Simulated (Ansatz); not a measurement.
# GeSb2Te4: structure and electronic properties

Aim: for GeSb2Te4, relax cell and atoms, compute bands, density of states and charges and compare with the cell as listed.

Method: DFT PBEsol, scalar-relativistic, plane waves, PAW, in Ansatz 0.2.0.

## 1. Starting point

Symmetry: I-4m2, No. 119, tetragonal system. The conventional cell has a = 6.119 Å, b = 6.119 Å, c = 12.103 Å, α = 90.00°, β = 90.00°, γ = 90.00°. Ge (site symmetry -4m2) is surrounded by 6 Te at 3.00 to 3.06 Å. Sb (site symmetry -4m2) is surrounded by 6 Te at 3.05 to 3.06 Å. Te (site symmetry 2mm) is surrounded by 3 Sb at 3.05 to 3.06 Å and 2 Ge at 3.06 Å. Te (site symmetry 2mm) has 1 Ge at 3.00 Å and 3 Sb at 3.05 to 3.06 Å as nearest neighbours.

Structure file:

```
Ge Sb Te
1.0
    -3.05958    3.05958    6.05142
     3.05958   -3.05958    6.05142
     3.05958    3.05958   -6.05142
Ge Sb Te
1 2 4
Direct
  0.00000 0.00000 0.00000
  0.50000 0.50000 0.00000
  0.25000 0.75000 0.50000
  0.50162 0.00162 0.50000
  0.24816 0.24816 0.00000
  0.99838 0.49838 0.50000
  0.75184 0.75184 0.00000
```

Source of the structure: the Materials Project (structure only).

(A quick probe on a coarse mesh, which set the mesh and smearing, is not shown.)

## 3. The relaxation

Contents of input.yaml:

```yaml
crystal:
  lattice:
    - [-3.059575, 3.059575, 6.051415]
    - [3.059575, -3.059575, 6.051415]
    - [3.059575, 3.059575, -6.051415]
  atoms:
    - { symbol: Ge, position: [0.0, 0.0, 0.0] }
    - { symbol: Sb, position: [0.5, 0.5, 0.0] }
    - { symbol: Sb, position: [0.25, 0.75, 0.5] }
    - { symbol: Te, position: [0.50162, 0.00162, 0.5] }
    - { symbol: Te, position: [0.248162, 0.248162, 0.0] }
    - { symbol: Te, position: [0.99838, 0.49838, 0.5] }
    - { symbol: Te, position: [0.751838, 0.751838, 0.0] }
basis:
  ecutwfc: 420
kpoints:
  mp_grid: { grid: [8, 8, 8] }
hamiltonian:
  xc: pbesol
scf:
  occupations: { method: gaussian, width: 0.1 }
output:
  forces: true
  stress: true
  eigenvalues: true
relax:
  adjacent_minimum: "off"
  f_tol: 0.005
  max_steps: 80
  cell: { stress_tol: 0.05 }
```

Started as:

```bash
> ansatz run input.yaml --threads 2 --pin off --max-ram 5120MiB --backend cpu --events-out ev --progress --plain --runs-dir out
```

Further runs follow: bands, states and charges; the cell as listed, for comparison; atoms relaxed in the listed cell.

Before running it: what results should come out? Wanted: relaxed cell; volume; formation energy; gap; states at the Fermi level; Bader charges; listed cell; listed cell, atoms relaxed.

As calculated:

| quantity | value |
| --- | --- |
| relaxed cell (conventional) | a = 6.014 Å, b = 6.014 Å, c = 11.887 Å, α = 90.00°, β = 90.00°, γ = 90.00° |
| space group (0.01 Å) | I-4m2 (No. 119) |
| volume | 30.71 Å³/atom |
| formation energy (elements from runs with the same settings, not shown) | -0.01 eV/atom |
| gap | none (metal) |
| states at the Fermi level | 0.53 per eV per cell |
| Bader charges | Ge +0.38, Sb +0.47 to +0.53, Te -0.37 to -0.32 e |
| listed cell | 12.4 meV/atom above the relaxed cell, -2.1 GPa, gap none (metal) |
| listed cell, atoms relaxed | 12.0 meV/atom above the relaxed cell, -2.2 GPa, gap none (metal) |

The relaxed volume is 5.1 % smaller than at the start. It comes out metallic. Of the projected weight within 0.25 eV of the Fermi level, the largest part is Te 5p (63 %) and Sb 5p (20 %). Charge transfer between the atoms is moderate (Bader charges up to 0.5 e). The listed cell costs 12.0 meV/atom and carries a pressure of -2.2 GPa at this level. These runs have no spin-orbit coupling; with Sb, Te it would split and shift bands.
